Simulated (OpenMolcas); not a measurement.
# Ag⁵⁺ among point charges: CASSCF and CASPT2 levels and susceptibility

How does a field of 6 point charges split the states of Ag⁵⁺, and what χT follows?

Method: state-averaged CASSCF and CASPT2, spin-orbit coupling by RASSI with atomic mean-field integrals. Code: OpenMolcas 26.06.

**1. The system**

* Species: Ag⁵⁺ (silver, Z = 47, 42 electrons)
* Basis: ANO-RCC-VDZP [6s5p3d1f], 43 functions
* Scalar Hamiltonian: DKH2, point nucleus
* Inactive shells: 1s 2s 2p 3s 3p 3d 4s 4p
* Active space: 6 electrons in 5 orbitals (4d)
* Some configurations of this space: 4d6
* Orbitals: optimised for each spin and parity, averaged over all roots

The outer shells:

4d6
```
4d [↑↓][↑ ][↑ ][↑ ][↑ ]
```

The ion sits among 6 point charges of -1.7 e arranged as a trigonal antiprism (D3d), 1.68 Å from the ion, with a polar angle of 53.1° against the regular 54.74°.

Each step is its own input file, run in one work folder so that later steps find the files of earlier ones. Labels, J, g values, rates, χT and fits are worked out afterwards by a script from the matrices that RASSI stores. The input lists half of the charges; inversion (Group=XYZ) makes the rest.

**2. Basis and integrals**

Contents of a.inp:

```
&GATEWAY
Coord
1

Ag 0.0 0.0 0.0
Basis=ANO-RCC-VDZP
Group=XYZ
NoMove
AngMom=0.0 0.0 0.0
AMFI
XField
3 Angstrom 0
0.000000 1.343357 1.008857 -1.700000
1.163381 -0.671678 1.008857 -1.700000
1.163381 0.671678 -1.008857 -1.700000
&SEWARD
```

Started as:

```
OMP_NUM_THREADS=1 MOLCAS_MEM=1689 MOLCAS_PROJECT=a pymolcas a.inp > a.log
```

**3. CASSCF: quintets of even parity, 5 roots**

Contents of a.inp:

```
&RASSCF
FileOrb=start.orb
Symmetry=1
Spin=5
nActEl=6 0 0
Inactive=9 9
Ras2=5 0
CIRoot=5 5 1
SDav=5
CIMx=300
Iter=120 100
PrWF=0.3
OrbListing=Nothing
MaxOrb=0
>>> COPY $Project.JobIph JOB001
```

start.orb holds the contracted functions of the basis, ordered by shell, or the orbitals of the step before.

**4. CASSCF: triplets of even parity, 45 roots**

Contents of a.inp:

```
&RASSCF
FileOrb=start.orb
Symmetry=1
Spin=3
nActEl=6 0 0
Inactive=9 9
Ras2=5 0
CIRoot=45 45 1
SDav=45
CIMx=300
Iter=120 100
PrWF=0.3
OrbListing=Nothing
MaxOrb=0
>>> COPY $Project.JobIph JOB002
```

**5. CASSCF: singlets of even parity, 50 roots**

Contents of a.inp:

```
&RASSCF
FileOrb=start.orb
Symmetry=1
Spin=1
nActEl=6 0 0
Inactive=9 9
Ras2=5 0
CIRoot=50 50 1
SDav=50
CIMx=300
Iter=120 100
PrWF=0.3
OrbListing=Nothing
MaxOrb=0
>>> COPY $Project.JobIph JOB003
```

**6. State interaction with spin-orbit coupling**

Contents of a.inp:

```
&RASSI
NrOfJobIphs=3 5 45 50
1 2 3 4 5
1 2 3 4 5 6 7 8 9 10 11 12 13 14 15 16 17 18 19 20 21 22 23 24 25 26 27
28 29 30 31 32 33 34 35 36 37 38 39 40 41 42 43 44 45
1 2 3 4 5 6 7 8 9 10 11 12 13 14 15 16 17 18 19 20 21 22 23 24 25 26 27
28 29 30 31 32 33 34 35 36 37 38 39 40 41 42 43 44 45 46 47 48 49 50
IphNames
JOB001
JOB002
JOB003
EJob
SpinOrbit
DIPRint=1.0
SOCoupling=1000.0
Subsets=2
Property=9
'ANGMOM' 1 'ANGMOM' 2 'ANGMOM' 3 'MLTPL  1' 1 'MLTPL  1' 2 'MLTPL  1' 3
'AMFI' 1 'AMFI' 2 'AMFI' 3
SOProperty=3
'ANGMOM' 1 'ANGMOM' 2 'ANGMOM' 3
```

**7. CASPT2: IPEA 0.25, imaginary shift 0.1 (closed shells correlated: 4s 4p)**

Contents of a.inp:

```
>>> COPY JOB001 $Project.JobIph
&CASPT2
Multistate=5 1 2 3 4 5
NoMult
Frozen=8 6
IPEA=0.25
Imaginary=0.1
MaxIter=60
WThr=0.0 0.3 0.05
PrWF=0.5
NoMix
>>> COPY JOB002 $Project.JobIph
&CASPT2
Multistate=45 1 2 3 4 5 6 7 8 9 10 11 12 13 14 15 16 17 18 19 20 21 22
23 24 25 26 27 28 29 30 31 32 33 34 35 36 37 38 39 40 41 42 43 44 45
NoMult
Frozen=8 6
IPEA=0.25
Imaginary=0.1
MaxIter=60
WThr=0.0 0.3 0.05
PrWF=0.5
NoMix
>>> COPY JOB003 $Project.JobIph
&CASPT2
Multistate=50 1 2 3 4 5 6 7 8 9 10 11 12 13 14 15 16 17 18 19 20 21 22
23 24 25 26 27 28 29 30 31 32 33 34 35 36 37 38 39 40 41 42 43 44 45 46
47 48 49 50
NoMult
Frozen=8 6
IPEA=0.25
Imaginary=0.1
MaxIter=60
WThr=0.0 0.3 0.05
PrWF=0.5
NoMix
```

(Steps that only read results are left out.)

Before running it: what results should come out? Wanted: spin-free ground state; first state of the same spin within the active space; lowest level; next level.

As calculated:

```
                                            quantity                                                                        value
                                              method  SS-CASPT2, IPEA 0.25, imaginary shift 0.1 (closed shells correlated: 4s 4p)
                              spin-free ground state                                               5E, 2-fold in its orbital part
first state of the same spin within the active space                                                             5A1 at 1880 cm⁻¹
                                        lowest level                                              2-fold E, g = 0.00, 0.00, 10.77
                                          next level                                                                   508.5 cm⁻¹
                                         χT at 300 K                                                               4.36 cm³ K/mol
                           effective moment at 300 K                                                                      5.90 μB
```

Cost by method:

```csv
method,time of its own steps,time with the reference
A. CASSCF,20 s,20 s
"B. SS-CASPT2, IPEA 0.25, imaginary shift 0.1, +4s 4p",5 s,25 s
```

Times are of one thread on a shared host.

What this shows: The spin-free ground state (5E) comes to 100 % from free-ion D terms and keeps the highest spin of the shell. χT at 300 K is 4.36, against 3.01 cm³ K/mol for the spin alone, so orbital moment adds to it. An active space of the d shell alone favours high spin; real ions in strong fields can be low spin. CASPT2 does not keep the components of a term degenerate, and the means are used. The field of point charges can differ much from that of real complexes. With metal d orbitals alone active, the gaps between spin states are rough; where two lie within a few thousand cm-1, their order is open. This is an electrostatic model: the charges have no orbitals.
